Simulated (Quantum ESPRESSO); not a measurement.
Crystal: Ge3Pd.

```
Pd Ge
1.0
     4.14202    0.00000    0.00000
     0.00000    4.14202    0.00000
     0.00000    0.00000    4.14202
Pd Ge
1 3
Cartesian
  0.0000 0.0000 0.0000
  2.0710 2.0710 0.0000
  2.0710 0.0000 2.0710
  0.0000 2.0710 2.0710
```

The cell comes from a database or a generator and needn't be the stable form of this composition.

| Property | Result |
| --- | --- |
| Program | Quantum ESPRESSO 7.5 |
| Task | single point |
| Functional | PBEsol |
| Potentials or basis | GBRV 1.5 PBEsol |
| Cutoff | 612 eV |
| Density cutoff | 4898 eV |
| k mesh | 7 × 7 × 7 |
| Occupations | fermi-dirac, width 0.05 eV |
| Spin | no spin polarisation |

On this cell: pressure -4.9 GPa; largest force zero by symmetry; band gap on the k mesh none (metal or under the smearing width).

The same run follows on a disturbed copy (atoms moved at random, drawn with an rms of 0.05 Å):

```
Pd Ge
1.0
     4.14202    0.00000    0.00000
     0.00000    4.14202    0.00000
     0.00000    0.00000    4.14202
Pd Ge
1 3
Direct
  0.00622 0.99586 0.98313
  0.50040 0.49628 0.00006
  0.49946 0.00568 0.49902
  0.00962 0.49349 0.50611
```

Question: What changes?

Answer: The energy (extrapolated to zero smearing) moves by +0.8 meV/atom; pressure -4.8 GPa; largest force 0.133 eV/Å; band gap on the k mesh none (metal or under the smearing width).

Forces on the atoms (eV/Å):
```
Pd  -0.024 -0.044 -0.043
Ge   0.062  0.063  0.100
Ge   0.067 -0.090 -0.022
Ge  -0.105  0.071 -0.034
```
